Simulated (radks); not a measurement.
# Fractional charge and spin in the 4d shell of zirconium

Aim: the energy as the spin-up occupation of 4d runs from 1 to 2 and the spin-down one from 0 to 1, against the two flat planes that join the four corners. Added charge counts from the emptiest corner (up 1, down 0).

Method: scalar-relativistic Kohn-Sham, PBE, spin-polarised, spherical densities, finite nucleus. Code: radks (a radial shooting solver on a logarithmic mesh, Libxc functionals) version 1.

### 1 The atom as given

| Quantity | Value |
| --- | --- |
| element | zirconium (Z = 40) |
| configuration | [Kr] 4d(up 2, down 1) |
| nuclear rms radius | 4.2694 fm |

A shell typed twice in an input gives spin up, then spin down.

### 2 4d: up 2, down 1

The run's settings:

```text
Z 40
configuration [Kr] 4d2 4d1
relativity scalar-relativistic
functional pbe,pbe
spin polarised
nucleus finite rms 4.2694 fm
c 137.035999084
```

### 3 4d: up 1.5, down 1

Changes since step 2:

```diff
@@ -1,3 +1,3 @@
 Z 40
-configuration [Kr] 4d2 4d1
+configuration [Kr] 4d1.5 4d1
 relativity scalar-relativistic
```

### 4 4d: up 2, down 0.5

Changes since step 3:

```diff
@@ -1,3 +1,3 @@
 Z 40
-configuration [Kr] 4d1.5 4d1
+configuration [Kr] 4d2 4d0.5
 relativity scalar-relativistic
```

### 5 4d: up 1, down 1

Changes since step 4:

```diff
@@ -1,3 +1,3 @@
 Z 40
-configuration [Kr] 4d2 4d0.5
+configuration [Kr] 4d1 4d1
 relativity scalar-relativistic
```

### 6 4d: up 2, down 0

Changes since step 5:

```diff
@@ -1,3 +1,3 @@
 Z 40
-configuration [Kr] 4d1 4d1
+configuration [Kr] 4d2 4d0
 relativity scalar-relativistic
```

### 7 4d: up 1.5, down 0.5

Changes since step 6:

```diff
@@ -1,3 +1,3 @@
 Z 40
-configuration [Kr] 4d2 4d0
+configuration [Kr] 4d1.5 4d0.5
 relativity scalar-relativistic
```

### 8 4d: up 1, down 0.5

The run's settings:

```text
Z 40
configuration [Kr] 4d1 4d0.5
relativity scalar-relativistic
functional pbe,pbe
spin polarised
nucleus finite rms 4.2694 fm
c 137.035999084
```

### 9 4d: up 1.5, down 0

Changes since step 8:

```diff
@@ -1,3 +1,3 @@
 Z 40
-configuration [Kr] 4d1 4d0.5
+configuration [Kr] 4d1.5 4d0
 relativity scalar-relativistic
```

### 10 4d: up 1, down 0

Changes since step 9:

```diff
@@ -1,3 +1,3 @@
 Z 40
-configuration [Kr] 4d1.5 4d0
+configuration [Kr] 4d1 4d0
 relativity scalar-relativistic
```

Before running it: what results should come out? Wanted: for each run, down \ up; 1; 1.5; 2.

As calculated:

```tsv
down \ up	1	1.5	2
0	0.000	-1.335	0.000
0.5	-1.303	0.192	-1.076
1	0.000	-1.109	0.000
```

The table gives the energy in eV minus the planes, whose edge runs along up + down = one added electron. With half an added electron in each spin it lies 0.19 eV above the planes. With half an electron added in spin up alone it lies 1.34 eV below them. The planes are only a guide here: the condition holds for ground states with one frontier orbital, and this shell is degenerate.
